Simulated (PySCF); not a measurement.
# C₈H₁₁Cl: circular dichroism and optical rotation, excited states, first hyperpolarisability

Aim: compute the circular dichroism and optical rotation, excited states, first hyperpolarisability of C₈H₁₁Cl (`Cl/C1=C/CC/C=C\CC1`).

Programs: PySCF 2.14.0, with routines of our own; each step states its level. All values are computed. Atoms count from 0.

## (1) The system as given

20 atoms, charge 0, multiplicity 1; geometry from: GFN2-xTB.

## (2) Geometry optimisation at PBE0-D3(BJ)/def2-SVP

What the job is given:

```
{"job": {"xc": "PBE0", "basis": "def2-SVP", "d3": "d3bj", "grid": 2, "kind": "geom"}, "charge": 0, "multiplicity": 1}
Cl     1.271488     2.511398    -1.523859
C      0.427068     1.483977    -0.397015
C     -0.890625     1.388928    -0.493280
C     -1.798318     0.537828     0.348460
C     -1.248104    -0.852680     0.719822
C     -0.546268    -1.497631    -0.435864
C      0.736092    -1.375842    -0.742486
C      1.793333    -0.580347    -0.029339
C      1.327170     0.766244     0.555712
H     -1.392946     1.979067    -1.247203
H     -2.725841     0.403468    -0.211875
H     -2.051889     1.076709     1.267262
H     -0.577159    -0.785773     1.573732
H     -2.092156    -1.477124     1.021634
H     -1.174647    -2.098711    -1.079972
H      1.103811    -1.911055    -1.608837
H      2.592382    -0.379323    -0.746198
H      2.225085    -1.185593     0.774539
H      2.209508     1.379296     0.750506
H      0.806867     0.627840     1.501224
```

Started as:

```console
> OMP_NUM_THREADS=1 python excited_run.py task.json out
```

The driver reads the jobs from task.json and runs them one after another.

Output:

```text
step   0  E = -770.75650683  max force = 0.014370
step   1  E = -770.76003698  max force = 0.002474
step   2  E = -770.76019707  max force = 0.001342
step   3  E = -770.76031277  max force = 0.001464
step   4  E = -770.76041624  max force = 0.001448
step   5  E = -770.76066603  max force = 0.001908
step   6  E = -770.76088519  max force = 0.001922
step   7  E = -770.76093070  max force = 0.001546
step   8  E = -770.76096551  max force = 0.000275
step   9  E = -770.76096813  max force = 0.000085
optimisation converged
```

Run time: 2.6 min. Hardware: 1 thread of Arm Neoverse V2, shared host; peak memory 0.86 GiB.

Along the way:

| step | energy from step 0 (eV) | largest force component (eV/Å) |
| --- | --- | --- |
| 0 | 0.0000 | 0.7389 |
| 1 | -0.0961 | 0.1272 |
| 2 | -0.1004 | 0.0690 |
| 3 | -0.1036 | 0.0753 |
| 4 | -0.1064 | 0.0745 |
| 5 | -0.1132 | 0.0981 |
| 6 | -0.1191 | 0.0988 |
| 7 | -0.1204 | 0.0795 |
| 8 | -0.1213 | 0.0141 |
| 9 | -0.1214 | 0.0044 |

Close pairs (by a distance rule), those that changed most:

| bond | before (Å) | after (Å) | change (Å) |
| --- | --- | --- | --- |
| C5–C6 | 1.324 | 1.340 | +0.015 |
| C5–H14 | 1.082 | 1.096 | +0.014 |
| C6–H15 | 1.083 | 1.097 | +0.014 |
| C2–H9 | 1.081 | 1.094 | +0.013 |
| C1–C2 | 1.325 | 1.337 | +0.013 |
| C3–H10 | 1.092 | 1.104 | +0.012 |
| C7–H16 | 1.092 | 1.104 | +0.012 |
| Cl0–C1 | 1.743 | 1.755 | +0.012 |

The final coordinates are the input of the step that follows.

| at the end point | value |
| --- | --- |
| point group (found at 0.08 Å tolerance) | C1 |
| rotational constants (GHz, main isotopes) | 2.166, 1.055, 0.806 |
| dipole moment (D) | 1.81 |

## (3) Circular dichroism and optical rotation: TDDFT CAM-B3LYP/aug-cc-pVDZ

What the job is given:

```
{"job": {"kind": "ecd", "xc": "CAM-B3LYP", "basis": "aug-cc-pVDZ", "nstates": 12}, "charge": 0, "multiplicity": 1}
Cl     1.466248     4.224395    -1.465175
C      0.583117     3.028248    -0.533490
C     -0.745480     2.976069    -0.675337
C     -1.718545     2.005708    -0.074165
C     -1.186795     0.670462     0.460892
C     -0.438262    -0.149530    -0.556586
C      0.840112    -0.050861    -0.944454
C      1.919453     0.889924    -0.498293
C      1.483170     2.137108     0.271771
H     -1.190576     3.729099    -1.333029
H     -2.470818     1.791030    -0.853104
H     -2.283697     2.514301     0.729546
H     -0.583702     0.832341     1.364555
H     -2.057706     0.088945     0.801194
H     -1.034046    -0.919840    -1.060147
H      1.167966    -0.765147    -1.709262
H      2.478098     1.216394    -1.392861
H      2.655086     0.329850     0.108618
H      2.377105     2.713255     0.550534
H      0.992653     1.864122     1.213482
```

Method: TDDFT CAM-B3LYP/aug-cc-pVDZ circular dichroism and optical rotation, one conformer, gas phase.

Output:

```text
coarse grid: 17136 points
cycle   1  E = -771.4211703077  dE =  1.457e+00  |g| = 3.591e-01  |ddm| = 2.164e+01
cycle   2  E = -771.4353749182  dE = -1.420e-02  |g| = 3.299e-01  |ddm| = 3.038e+00
cycle   3  E = -771.4604542059  dE = -2.508e-02  |g| = 7.113e-02  |ddm| = 1.429e+00
cycle   4  E = -771.4615446063  dE = -1.090e-03  |g| = 3.551e-02  |ddm| = 3.183e-01
cycle   5  E = -771.4618705683  dE = -3.260e-04  |g| = 5.884e-03  |ddm| = 1.574e-01
cycle   6  E = -771.4618803117  dE = -9.743e-06  |g| = 1.597e-03  |ddm| = 3.641e-02
final grid: 160504 points
cycle   7  E = -771.4937117368  dE = -2.857e-05  |g| = 4.693e-03  |ddm| = 4.197e-01
cycle   8  E = -771.4937113218  dE =  4.150e-07  |g| = 4.969e-03  |ddm| = 5.358e-02
cycle   9  E = -771.4937176391  dE = -6.317e-06  |g| = 4.726e-04  |ddm| = 1.734e-02
cycle  10  E = -771.4937176850  dE = -4.584e-08  |g| = 2.424e-04  |ddm| = 2.496e-03
cycle  11  E = -771.4937176996  dE = -1.460e-08  |g| = 5.903e-05  |ddm| = 1.266e-03
cycle  12  E = -771.4937177006  dE = -9.866e-10  |g| = 1.396e-05  |ddm| = 3.523e-04
converged SCF energy = -771.4937177006

Singlet excitations and rotatory strengths (1e-40 esu^2 cm^2)
state   eV       nm     f(len)   f(vel)    R(len)    R(vel)   main configurations
  1   5.9069   209.9  0.00996  0.00981    -6.773    -6.701   H->L 0.49, H->L+3 0.14, H->L+11 0.12
  2   6.1341   202.1  0.01432  0.01446    30.909    31.447   H-1->L 0.53, H-1->L+2 0.09
  3   6.2345   198.9  0.02817  0.02788    -6.194    -6.026   H->L+2 0.22, H->L+1 0.18, H->L+9 0.12
  4   6.2561   198.2  0.04759  0.04685   -28.367   -26.681   H->L+4 0.40, H-1->L 0.10
  5   6.5149   190.3  0.00774  0.00774    -7.281    -7.275   H->L+1 0.28, H->L+2 0.15, H->L+5 0.15
  6   6.5811   188.4  0.00935  0.00917   -48.533   -48.346   H-1->L+2 0.35, H-1->L+4 0.14, H-1->L+9 0.11
  7   6.7314   184.2  0.08316  0.08093    33.537    33.157   H-1->L+1 0.48, H->L+2 0.09
  8   6.7917   182.6  0.12441  0.12220    34.161    33.567   H->L+3 0.24, H->L+9 0.14, H-1->L+1 0.12
  9   6.8363   181.4  0.02774  0.02689    33.558    33.063   H->L+2 0.28, H->L 0.12, H->L+3 0.08
 10   6.8740   180.4  0.01334  0.01317    18.816    18.409   H-1->L+2 0.25, H-1->L+4 0.13, H-1->L+3 0.12
 11   6.9697   177.9  0.02210  0.02141     2.495     2.724   H-1->L+4 0.17, H->L+3 0.13, H->L+7 0.10
 12   7.1307   173.9  0.14717  0.14411   -21.887   -22.479   H-1->L+4 0.21, H-1->L+5 0.14, H-1->L+3 0.14

Specific rotation (deg / (dm g/mL))
    nm     length   length(OI)   velocity    alpha(len)  alpha(vel)
  633.0      14.90      13.84      18.66      109.457    108.151
  589.3      18.59      17.35      23.06      109.915    108.602
  546.0      23.75      22.27      29.17      110.491    109.170
  436.0      51.96      49.40      61.99      112.926    111.570
  405.0      68.68      65.59      81.23      114.063    112.692
  365.0     103.99      99.88     121.71      116.091    114.690
  355.0     116.71     112.26     136.28      116.738    115.328
```

Wall time 3.1 min (1 thread of Arm Neoverse V2, shared host); peak memory 1.5 GiB.

The fields below are evaluated on a grid from the run's orbitals.

Frontier orbitals at CAM-B3LYP/aug-cc-pVDZ, with the share of their density that lies nearest to each atom:

| orbital | energy (eV) | lies on |
| --- | --- | --- |
| HOMO | -8.06 | C1, C2 about 26 % each; Cl0 23 % |
| LUMO | 0.23 | H11, H13 about 15 % each; H10, H14 about 11 % each; H12, H15, H17 about 7 % each |

ELF in a plane through or near 5 of the atoms.

Ten even steps from '0' (0.00) to '9' (1.00):
```
0000000000000000000000000000
0000000001110000000000000000
0000001145665200000000000000
0000014578988300011000000000
0000047842378202798500000000
0000158935556007999700000000
0000037887775237998300000000
0000001233356874462012100000
0000000000046886544799840000
0000499973000111127999971000
0001799997212210002699820000
0000379853556886410000000000
0000000013623876651000000000
0000000048996348998400000000
0000000079995029999700000000
0000000047852017999500000000
0000000001100001342000000000
0000000000000000000000000000
0000000000000000000000000000
0000000000000000000000000000
```
The map spans 10.2 Å across and 10.7 Å up, centred on the molecule. Atoms in the plane (x, y in Å): Cl0 (-1.5, 2.8), H9 (1.1, 2.3), H10 (2.5, 0.4), H14 (1.1, -2.4), H16 (-2.5, -0.3).

log10 of the density (e/Å³) in the same plane.

Values, 10 rows by 14 columns:
```
-4.0 -4.0 -4.0 -3.6 -3.1 -3.0 -3.2 -3.7 -4.0 -4.0 -4.0 -4.0 -4.0 -4.0
-4.0 -4.0 -3.1 -1.9 -1.3 -1.1 -1.5 -2.2 -2.8 -3.2 -3.7 -4.0 -4.0 -4.0
-4.0 -3.4 -2.2 -0.8  0.2  1.0 -0.2 -1.3 -1.0 -1.4 -2.4 -3.3 -4.0 -4.0
-4.0 -3.5 -2.3 -1.0 -0.1  0.1 -0.2 -0.3  0.2 -0.5 -1.7 -2.4 -3.2 -4.0
-4.0 -3.4 -2.5 -1.6 -1.4 -1.1 -0.7 -0.5 -0.3 -0.4 -0.3 -1.1 -2.3 -3.4
-4.0 -3.0 -1.7 -0.2 -0.1 -0.7 -1.0 -1.1 -1.2 -0.9 -0.7 -1.3 -2.5 -3.6
-4.0 -3.3 -2.4 -1.5 -0.9  0.0  0.2  0.0 -0.1 -1.1 -2.0 -2.7 -3.5 -4.0
-4.0 -4.0 -3.5 -2.4 -1.3 -0.4 -0.6 -0.8 -0.1 -0.9 -2.2 -3.3 -4.0 -4.0
-4.0 -4.0 -4.0 -3.3 -2.6 -2.1 -2.2 -2.1 -1.9 -2.3 -3.0 -4.0 -4.0 -4.0
-4.0 -4.0 -4.0 -4.0 -4.0 -4.0 -3.9 -3.9 -3.8 -4.0 -4.0 -4.0 -4.0 -4.0
```
The map spans 10.2 Å across and 10.7 Å up, centred on the molecule. Atoms in the plane (x, y in Å): Cl0 (-1.5, 2.8), H9 (1.1, 2.3), H10 (2.5, 0.4), H14 (1.1, -2.4), H16 (-2.5, -0.3).

On the surface of density 0.002 e/bohr³ the electrostatic potential runs, from the 1st to the 99th percentile, from -0.72 V near Cl0 to 0.89 V near H12.

## (4) Excited states: TDA CAM-B3LYP/aug-cc-pVDZ

The job, as its differences from that of step 3:

```diff
@@ -1,2 +1,2 @@
-{"job": {"kind": "ecd", "xc": "CAM-B3LYP", "basis": "aug-cc-pVDZ", "nstates": 12}, "charge": 0, "multiplicity": 1}
+{"job": {"kind": "states", "xc": "CAM-B3LYP", "basis": "aug-cc-pVDZ", "tda": true, "soc": true, "nstates": 6, "ntriplets": 5, "nquad": 4}, "charge": 0, "multiplicity": 1}
 Cl     1.466248     4.224395    -1.465175
```

Level: TDA CAM-B3LYP/aug-cc-pVDZ excited states, vertical, gas phase, spin-orbit mean-field couplings.

Output:

```text
coarse grid: 17136 points
cycle   1  E = -771.4211703077  dE =  1.457e+00  |g| = 3.591e-01  |ddm| = 2.164e+01
cycle   2  E = -771.4353749182  dE = -1.420e-02  |g| = 3.299e-01  |ddm| = 3.038e+00
cycle   3  E = -771.4604542059  dE = -2.508e-02  |g| = 7.113e-02  |ddm| = 1.429e+00
cycle   4  E = -771.4615446063  dE = -1.090e-03  |g| = 3.551e-02  |ddm| = 3.183e-01
cycle   5  E = -771.4618705683  dE = -3.260e-04  |g| = 5.884e-03  |ddm| = 1.574e-01
cycle   6  E = -771.4618803117  dE = -9.743e-06  |g| = 1.597e-03  |ddm| = 3.641e-02
final grid: 160504 points
cycle   7  E = -771.4937117368  dE = -2.857e-05  |g| = 4.693e-03  |ddm| = 4.197e-01
cycle   8  E = -771.4937113218  dE =  4.150e-07  |g| = 4.969e-03  |ddm| = 5.358e-02
cycle   9  E = -771.4937176391  dE = -6.317e-06  |g| = 4.726e-04  |ddm| = 1.734e-02
cycle  10  E = -771.4937176850  dE = -4.584e-08  |g| = 2.424e-04  |ddm| = 2.496e-03
cycle  11  E = -771.4937176996  dE = -1.460e-08  |g| = 5.903e-05  |ddm| = 1.266e-03
cycle  12  E = -771.4937177006  dE = -9.866e-10  |g| = 1.396e-05  |ddm| = 3.523e-04
converged SCF energy = -771.4937177006

Singlet excitations
state   eV       nm        f     d(h-e)  d(exc)  Lambda  PR(NTO)  |dmu|/D   mu/D   main configurations
  1   5.9235   209.3   0.00646   1.019   3.981   0.256   1.055    4.713    4.557   H->L 0.53, H->L+3 0.14, H->L+11 0.12
  2   6.1469   201.7   0.01311   0.918   4.033   0.271   1.243    5.234    4.412   H-1->L 0.56, H-1->L+2 0.11
  3   6.2601   198.1   0.00104   0.988   3.950   0.313   1.195    3.761    4.078   H->L+2 0.20, H->L+11 0.15, H->L 0.13
  4   6.4454   192.4   0.06513   0.290   3.759   0.368   1.290    1.074    2.086   H->L+4 0.31, H->L+1 0.20, H->L+2 0.12
  5   6.5296   189.9   0.00106   1.250   4.618   0.268   1.074                     H->L+1 0.38, H->L+3 0.14, H->L+5 0.13
  6   6.6102   187.6   0.02184   1.048   3.980   0.282   1.118                     H-1->L+2 0.40, H-1->L+4 0.17, H-1->L+1 0.13

Triplet excitations (Tamm-Dancoff)
state   eV     d(h-e)  d(exc)  Lambda  PR(NTO)   main configurations
  1   3.9962   0.112   2.320   0.427   1.012   H->L+4 0.36, H->L+8 0.14, H->L+9 0.10
  2   4.2328   0.021   2.193   0.400   1.012   H-1->L+7 0.19, H-1->L+9 0.15, H-1->L+10 0.14
  3   5.6587   0.461   3.180   0.318   1.026   H->L+11 0.29, H->L 0.15
  4   6.0300   0.567   4.146   0.270   1.529   H->L 0.44, H-1->L 0.16
  5   6.1124   0.603   4.047   0.267   1.870   H-1->L 0.44, H->L+2 0.12, H->L 0.09
S1 - T1 = 1.9273 eV

Spin-orbit couplings |<S|Hso|T>| (cm-1)
             T1       T2       T3       T4       T5
S0        8.195    0.334  100.456   33.914   20.972
S1       14.217    0.874    1.366    1.581    1.984
S2        6.072    0.820    1.964    1.954    2.022
S3       13.734    0.310    2.620    2.037    1.372
S4        4.349    0.771    8.026    2.097    1.693
S5        1.249    0.816    3.593    1.107    0.857
S6        6.478    0.757    2.433    2.625    2.572
T1 sublevels (cm-1): 0.000 0.005 0.005   radiative rates (1/s): 6.5 0.421 1.79
```

Wall time 97 s (1 thread of Arm Neoverse V2, shared host); peak memory 1.4 GiB.

Key values:

| quantity | value |
| --- | --- |
| S1 less T1 | 1.93 eV |

## (5) Excited states: TDDFT CAM-B3LYP/aug-cc-pVDZ

The job, as its differences from that of step 4:

```diff
@@ -1,2 +1,2 @@
-{"job": {"kind": "states", "xc": "CAM-B3LYP", "basis": "aug-cc-pVDZ", "tda": true, "soc": true, "nstates": 6, "ntriplets": 5, "nquad": 4}, "charge": 0, "multiplicity": 1}
+{"job": {"kind": "states", "xc": "CAM-B3LYP", "basis": "aug-cc-pVDZ", "tpa": true, "nstates": 8, "nquad": 6, "ntriplets": 0}, "charge": 0, "multiplicity": 1}
 Cl     1.466248     4.224395    -1.465175
```

Method: TDDFT CAM-B3LYP/aug-cc-pVDZ excited states, vertical, gas phase, two-photon moments by quadratic response.

Output:

```text
coarse grid: 17136 points
cycle   1  E = -771.4211703077  dE =  1.457e+00  |g| = 3.591e-01  |ddm| = 2.164e+01
cycle   2  E = -771.4353749182  dE = -1.420e-02  |g| = 3.299e-01  |ddm| = 3.038e+00
cycle   3  E = -771.4604542059  dE = -2.508e-02  |g| = 7.113e-02  |ddm| = 1.429e+00
cycle   4  E = -771.4615446063  dE = -1.090e-03  |g| = 3.551e-02  |ddm| = 3.183e-01
cycle   5  E = -771.4618705683  dE = -3.260e-04  |g| = 5.884e-03  |ddm| = 1.574e-01
cycle   6  E = -771.4618803117  dE = -9.743e-06  |g| = 1.597e-03  |ddm| = 3.641e-02
final grid: 160504 points
cycle   7  E = -771.4937117368  dE = -2.857e-05  |g| = 4.693e-03  |ddm| = 4.197e-01
cycle   8  E = -771.4937113218  dE =  4.150e-07  |g| = 4.969e-03  |ddm| = 5.358e-02
cycle   9  E = -771.4937176391  dE = -6.317e-06  |g| = 4.726e-04  |ddm| = 1.734e-02
cycle  10  E = -771.4937176850  dE = -4.584e-08  |g| = 2.424e-04  |ddm| = 2.496e-03
cycle  11  E = -771.4937176996  dE = -1.460e-08  |g| = 5.903e-05  |ddm| = 1.266e-03
cycle  12  E = -771.4937177006  dE = -9.866e-10  |g| = 1.396e-05  |ddm| = 3.523e-04
converged SCF energy = -771.4937177006

Singlet excitations
state   eV       nm        f     d(h-e)  d(exc)  Lambda  PR(NTO)  |dmu|/D   mu/D   delta(TPA)   sigma/GM   main configurations
  1   5.9070   209.9   0.00996   0.930   3.914   0.263   1.054    4.324    4.287        5.90      0.075   H->L 0.49, H->L+3 0.14, H->L+11 0.12
  2   6.1342   202.1   0.01432   0.864   3.993   0.286   1.338    4.841    4.037       57.19      0.788   H-1->L 0.53, H-1->L+2 0.09
  3   6.2348   198.9   0.02820   0.938   3.791   0.302   1.166    3.499    3.659       27.33      0.389   H->L+2 0.22, H->L+1 0.18, H->L+9 0.12
  4   6.2563   198.2   0.04758   0.292   3.630   0.391   1.604    1.055    1.502       14.54      0.208   H->L+4 0.40, H-1->L 0.10
  5   6.5149   190.3   0.00772   1.005   4.503   0.271   1.161    3.038    2.348       61.34      0.954   H->L+1 0.28, H->L+2 0.15, H->L+5 0.15
  6   6.5812   188.4   0.00935   0.976   4.091   0.282   1.286    2.919    3.854        9.34      0.148   H-1->L+2 0.35, H-1->L+4 0.14, H-1->L+9 0.11
  7   6.7315   184.2   0.08308   0.632   4.589   0.287   1.656                                            H-1->L+1 0.48, H->L+2 0.09
  8   6.7918   182.5   0.12434   0.945   4.621   0.308   1.789                                            H->L+3 0.24, H->L+9 0.14, H-1->L+1 0.12
```

Wall time 1.9 min (1 thread of Arm Neoverse V2, shared host); peak memory 1.4 GiB.

## (6) First hyperpolarisability: quadratic response CAM-B3LYP/aug-cc-pVDZ

The job, as its differences from that of step 5:

```diff
@@ -1,2 +1,2 @@
-{"job": {"kind": "states", "xc": "CAM-B3LYP", "basis": "aug-cc-pVDZ", "tpa": true, "nstates": 8, "nquad": 6, "ntriplets": 0}, "charge": 0, "multiplicity": 1}
+{"job": {"kind": "beta", "xc": "CAM-B3LYP", "basis": "aug-cc-pVDZ"}, "charge": 0, "multiplicity": 1}
 Cl     1.466248     4.224395    -1.465175
```

With the program's defaults for keys left out, this is: quadratic response CAM-B3LYP/aug-cc-pVDZ first hyperpolarisability, Taylor convention, gas phase.

Output:

```text
coarse grid: 17136 points
cycle   1  E = -771.4211703077  dE =  1.457e+00  |g| = 3.591e-01  |ddm| = 2.164e+01
cycle   2  E = -771.4353749182  dE = -1.420e-02  |g| = 3.299e-01  |ddm| = 3.038e+00
cycle   3  E = -771.4604542059  dE = -2.508e-02  |g| = 7.113e-02  |ddm| = 1.429e+00
cycle   4  E = -771.4615446063  dE = -1.090e-03  |g| = 3.551e-02  |ddm| = 3.183e-01
cycle   5  E = -771.4618705683  dE = -3.260e-04  |g| = 5.884e-03  |ddm| = 1.574e-01
cycle   6  E = -771.4618803117  dE = -9.743e-06  |g| = 1.597e-03  |ddm| = 3.641e-02
final grid: 160504 points
cycle   7  E = -771.4937117368  dE = -2.857e-05  |g| = 4.693e-03  |ddm| = 4.197e-01
cycle   8  E = -771.4937113218  dE =  4.150e-07  |g| = 4.969e-03  |ddm| = 5.358e-02
cycle   9  E = -771.4937176391  dE = -6.317e-06  |g| = 4.726e-04  |ddm| = 1.734e-02
cycle  10  E = -771.4937176850  dE = -4.584e-08  |g| = 2.424e-04  |ddm| = 2.496e-03
cycle  11  E = -771.4937176996  dE = -1.460e-08  |g| = 5.903e-05  |ddm| = 1.266e-03
cycle  12  E = -771.4937177006  dE = -9.866e-10  |g| = 1.396e-05  |ddm| = 3.523e-04
converged SCF energy = -771.4937177006

Lowest singlets (eV, f): 5.9070 0.0100  6.1342 0.0143  6.2348 0.0282

First hyperpolarisability (au)
process     nm      |vector|   parallel      HRS      DR
static         -       84.20     -44.95      35.95   4.539
shg       1907.0       89.37     -47.86      38.13   4.546
eope      1907.0       85.87     -45.89          -       -
shg       1064.0      102.80     -55.42      43.79    4.56
eope      1064.0       89.75     -48.08          -       -
```

Run time: 97 s. Hardware: 1 thread of Arm Neoverse V2, shared host; peak memory 1.5 GiB.

## (7) Results

| quantity | value |
| --- | --- |
| point group | C1 |
| rotational constants (main isotopes) | 2.17, 1.06, 0.81 GHz |
| state of largest rotatory strength (velocity form) among 12 (step 3, TDDFT CAM-B3LYP/aug-cc-pVDZ) | 6.58 eV, R = -48.3 (velocity), -48.5 (length) ·10⁻⁴⁰ esu² cm² |
| specific rotation at 633.0 nm (step 3, TDDFT CAM-B3LYP/aug-cc-pVDZ) | 18.7 (velocity), 14.9 (length) |
| surface potential, 1st and 99th percentile | -0.72 V and 0.89 V |
| S1 less T1 (step 4, TDA CAM-B3LYP/aug-cc-pVDZ) | 1.93 eV |
| β vector (step 6, quadratic response CAM-B3LYP/aug-cc-pVDZ) | static 84, SHG 1907.0 nm 89, SHG 1064.0 nm 103 au |

Relaxing lowered the energy by 0.121 eV in 9 steps; the close pair that moved most is C5–C6, from 1.324 to 1.340 Å. No frequency check was run at this level, so the end point may be a saddle. Rotations belong to one conformer and to the handedness of the start; where its mirror image forms freely, a sample shows none. The length form depends on the origin in a finite basis. In step 4, the number of triplets below S1 is 3, and the largest singlet-triplet spin-orbit coupling is S0–T3, 100.46 cm⁻¹. β grows from 84 au (static) to 103 au for doubling at 1064.0 nm: normal dispersion, which grows as twice the photon energy moves toward the bright states.
